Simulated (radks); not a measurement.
# In in [Kr] 4d10 5s2 5p0.75 6s0.25: an all-electron calculation

Aim: the levels, the sizes of the orbitals and the parts of the energy of neutral indium.

The numbers are computed with radks (a radial shooting solver on a logarithmic mesh, Libxc functionals) version 1 (Dirac Kohn-Sham, PBE, spin-unpolarised, spherical densities, point nucleus; open shells are shared between the two j in proportion to 2j + 1), except any that are marked as measured or tabulated.

## Step 1: The atom as given

```
element       : indium (Z = 49)
charge        : 0
electrons     : 49
configuration : [Kr] 4d10 5s2 5p0.75 6s0.25
```

## Step 2: The run

Settings of this run:

```text
Z 49
configuration [Kr] 4d10 5s2 5p0.75 6s0.25 5d0 6p0 7s0
relativity Dirac
functional pbe,pbe
spin unpolarised
j_filling average
nucleus point
c 137.035999084
```

Started as:

```
> python run_ks.py task.json out
```

This one command runs every case of the session in turn.

**Question.** What will this run give?

**Answer**, as computed:

| quantity | value |
| --- | --- |
| total energy | -5883.19432 hartree |
| exchange-correlation share of it | 2.72 % |
| −T/E | 1.0508 |
| highest occupied level | 6s1/2, -0.805 eV |
| most extended occupied level | 6s1/2, <r> = 9.38 bohr |
| radius at density 0.001 e/bohr³ | 4.50 bohr |
| maxima of the radial density | 4 |

6 principal shells are occupied and 4 maxima appear in the radial density; where shells overlap, one shows as a shoulder or not at all. −T/E is 1.051: with relativity the kinetic term as defined here no longer equals −E. This is not the tabulated ground configuration, so its levels and sizes aren't those of the ground state, and no measured value stands beside it.
